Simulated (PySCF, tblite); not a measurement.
# C₇H₁₁ClSi₂: geometry, infrared bands and NMR shifts

Aim: predict the infrared bands and NMR shifts of C₇H₁₁ClSi₂ (`ClC1=C[Si@@H](C2CC2)C=C[SiH2]1`).

Computed with tblite 0.8.0 and PySCF 2.14.0, with density-fitted response routines of our own, on a single molecule in the gas phase. Atoms count from 0, in the outputs and in this text.

## 1. Starting geometry

21 atoms, charge 0, multiplicity 1; geometry from: force field or distance geometry start.

Bonds of the start (Å): Cl0–C1 1.75, C1–C2 1.36, C2–Si3 1.84, Si3–C4 1.89, C4–C5 1.51, C5–C6 1.50, Si3–C7 1.86, C7–C8 1.35, C8–Si9 1.87, Si9–C1 1.91, C6–C4 1.51, C2–H10 1.08, Si3–H11 1.47, C4–H12 1.09, C5–H13 1.09, C5–H14 1.09, C6–H15 1.07, C6–H16 1.09, C7–H17 1.09, C8–H18 1.08, Si9–H19 1.48, Si9–H20 1.48.

## 2. Optimising the geometry with GFN2-xTB

Job settings and geometry (Å):

```
{"job": {"kind": "relax", "xc": "GFN2-xTB", "basis": "xTB"}, "charge": 0, "multiplicity": 1}
Cl    -2.688200     3.096700     0.885900
C     -2.043800     1.542000     0.404200
C     -0.779200     1.524500    -0.090200
Si     0.174000     0.060800    -0.683900
C      1.745500    -0.148900     0.349100
C      2.972400     0.625500    -0.054700
C      2.926100    -0.859400    -0.267500
C     -0.904400    -1.442500    -0.478300
C     -2.154100    -1.474100     0.021200
Si    -3.126500    -0.006700     0.652000
H     -0.231900     2.450000    -0.200400
H      0.504200     0.222200    -2.106600
H      1.555300    -0.289200     1.409500
H      2.972800     1.258700    -0.935900
H      3.612500     1.010300     0.743600
H      2.878900    -1.222000    -1.274000
H      3.530100    -1.483300     0.390900
H     -0.441900    -2.369400    -0.823500
H     -2.705600    -2.402600     0.093800
H     -4.373400     0.123600    -0.125800
H     -3.431800    -0.199000     2.090100
```

On the command line:

```bash
$ OMP_NUM_THREADS=1 python probes_run.py task.json out
```

The driver reads the jobs from task.json and runs them one after another.

**Question.** This job is followed by: GFN2-xTB harmonic vibrations, gas phase; GIAO PBE0/pcSseg-1 NMR shielding, non-relativistic, gas phase. What will the session give for the following? strongest single infrared mode (GFN2-xTB); zero-point energy (GFN2-xTB); ¹³C shifts against TMS (PBE0/pcSseg-1); ¹H shifts against TMS (PBE0/pcSseg-1); ³⁵Cl shifts against HCl (PBE0/pcSseg-1); ²⁹Si shifts against TMS (PBE0/pcSseg-1); surface potential, 1st and 99th percentile.

**Answer**, as computed:

| quantity | value |
| --- | --- |
| strongest single infrared mode (GFN2-xTB) | 2212 cm⁻¹, 352 km/mol |
| zero-point energy (GFN2-xTB) | 94.2 kcal/mol |
| ¹³C shifts against TMS (PBE0/pcSseg-1) | 157.0, 156.5, 151.4, 147.9, 3.1, 3.0, -1.5 ppm |
| ¹H shifts against TMS (PBE0/pcSseg-1) | 7.55, 7.31, 7.18, 4.62, 4.60, 4.21, 0.75, 0.72, 0.34, 0.33, -0.25 ppm |
| ³⁵Cl shifts against HCl (PBE0/pcSseg-1) | 336 ppm |
| ²⁹Si shifts against TMS (PBE0/pcSseg-1) | -28.6, -67.4 ppm |
| surface potential, 1st and 99th percentile | -0.63 V and 1.03 V |

What this shows: The optimisation took 28 steps and gained 0.153 eV; among the close pairs (by a distance rule), C2–Si3 changed most, from 1.845 to 1.881 Å. All 57 modes are real, so the xTB geometry is a minimum. The strongest single mode, at 2212 cm⁻¹, moves mainly H20. GFN2-xTB is a fitted tight-binding method: band positions and strengths are rough. Its intensities can rank the bands wrongly. At PBE0/pcSseg-1: The largest span, 589 ppm, is at Cl0, where the paramagnetic term is -531 ppm. At PBE0/pcSseg-1, counted by nearest atom on the grid, the HOMO lies on Cl0 29 %; C2 28 %, the LUMO on 4 C atoms about 14 % each.
